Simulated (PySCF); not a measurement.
# CH5BN2 (SMILES NC1BN1): BLYP/cc-pVDZ

What is the energy change on altering one bond length of CH5BN2 at BLYP/cc-pVDZ? Input form: a Python script.

Program for the calculation: PySCF 2.14.0.

1 further run of the same task is left out (set aside as unsound or not needed).

**1. The structure to begin with**

The species is CH5BN2 (9 atoms), meant as a singlet with charge 0. SMILES: `NC1BN1`. Geometry: relaxed at PBE0-D4/def2-TZVP. This is one conformer, not always the lowest.

Bond lengths: N1–C2 1.431 Å, C2–B3 1.561 Å, C2–N4 1.467 Å, B3–N4 1.341 Å, N1–H5 1.010 Å, N1–H6 1.010 Å, C2–H7 1.092 Å, B3–H8 1.184 Å, N4–H9 1.004 Å. Some angles: N1–C2–B3 121.1°, N1–C2–N4 117.3°, B3–C2–N4 52.5°, C2–B3–N4 60.2°, C2–N4–B3 67.4°, N1–C2–H7 115.1°, B3–C2–H7 121.0°, N4–C2–H7 113.6°, C2–N1–H5 112.4°, C2–N1–H6 112.7°.

**2. A single-point energy at BLYP/cc-pVDZ**

input.xyz reads:

```xyz
9

N      0.142900     1.194400    -0.640600
C     -0.364200    -0.077200    -0.222300
B      0.591200    -1.194100     0.303200
N     -0.130500    -0.469900     1.171500
H      0.784000     1.117400    -1.417000
H     -0.589900     1.842600    -0.892400
H     -1.366400    -0.317200    -0.582700
H      1.414200    -2.039000     0.194700
H     -0.392800    -0.103200     2.068300
```

run.py reads:

```python
from pyscf import gto, dft

mol = gto.M(
    atom='input.xyz',
    max_memory=1860,
    verbose=3,
    basis='cc-pvdz',
)

myscf = dft.RKS(mol)
myscf.xc = 'blyp'
myscf.conv_tol = 1e-10
myscf.grids.level = 5
myscf.kernel()
if not myscf.converged:
    myscf = myscf.newton().run(myscf.mo_coeff, myscf.mo_occ)

e_final = myscf.e_tot
print('E(%s) = %.9f' % ('BLYP', e_final))
```

The run is started by

```console
OMP_NUM_THREADS=1 python run.py
```

Log:

```text
converged SCF energy = -175.359213435428
E(BLYP) = -175.359213435
```

Run time: 18 s. Hardware: 1 thread of Intel Xeon at 2.70GHz, shared host; peak memory 0.4 GiB.

**3. The distorted shape at the same level**

input.py reads:

```python
from pyscf import gto, dft

system = gto.M(
    atom='''
N      0.685483     1.889609    -1.067807
C     -0.272797    -0.513367    -0.277334
B      1.532647    -2.624002     0.715717
N      0.168832    -1.255462     2.356566
H      1.896986     1.744100    -2.534990
H     -1.114749     3.482009    -1.686392
H     -2.166681    -0.966901    -0.958392
H      3.087892    -4.220631     0.510681
H     -0.326843    -0.562500     4.051272
''',
    charge=0,
    basis='cc-pvdz',
    max_memory=1860,
    verbose=4,
    unit='bohr',
    spin=0,
)

ks = dft.RKS(system)
ks.xc = 'blyp'
ks.conv_tol = 1e-10
ks.grids.level = 5
ks.kernel()
if not ks.converged:
    ks = ks.newton().run(ks.mo_coeff, ks.mo_occ)

e_tot = ks.e_tot
print('E(%s) = %.9f' % ('BLYP', e_tot))
```

The run is started by

```console
OMP_NUM_THREADS=1 python input.py
```

Log:

```text
PySCF version 2.14.0

[... 81 lines left out ...]
converged SCF energy = -175.325493915812
E(BLYP) = -175.325493916
```

Run time: 18 s. Hardware: 1 thread of Intel Xeon at 2.70GHz, shared host; peak memory 0.4 GiB.

**4. Summary of results**

At BLYP/cc-pVDZ:

| quantity | value |
| --- | --- |
| first shape: total energy | -175.35921 Eh |
| first shape: dipole moment | 1.22 D |
| first shape: HOMO energy | -4.89 eV |
| first shape: LUMO energy | -0.22 eV |
| first shape: HOMO–LUMO gap | 4.68 eV |
| distorted shape: total energy | -175.32549 Eh |
| distorted shape: dipole moment | 1.03 D |
| distorted shape: HOMO energy | -4.86 eV |
| distorted shape: LUMO energy | -0.60 eV |
| distorted shape: HOMO–LUMO gap | 4.26 eV |
| energy change with the N1–H6 bond stretched from 1.010 to 1.313 Å | 0.918 eV |

What this shows: With the N1–H6 bond stretched from 1.010 to 1.313 Å the energy rises by 0.92 eV (21.2 kcal/mol). The first shape isn't relaxed at this level, so the change isn't measured from a minimum.
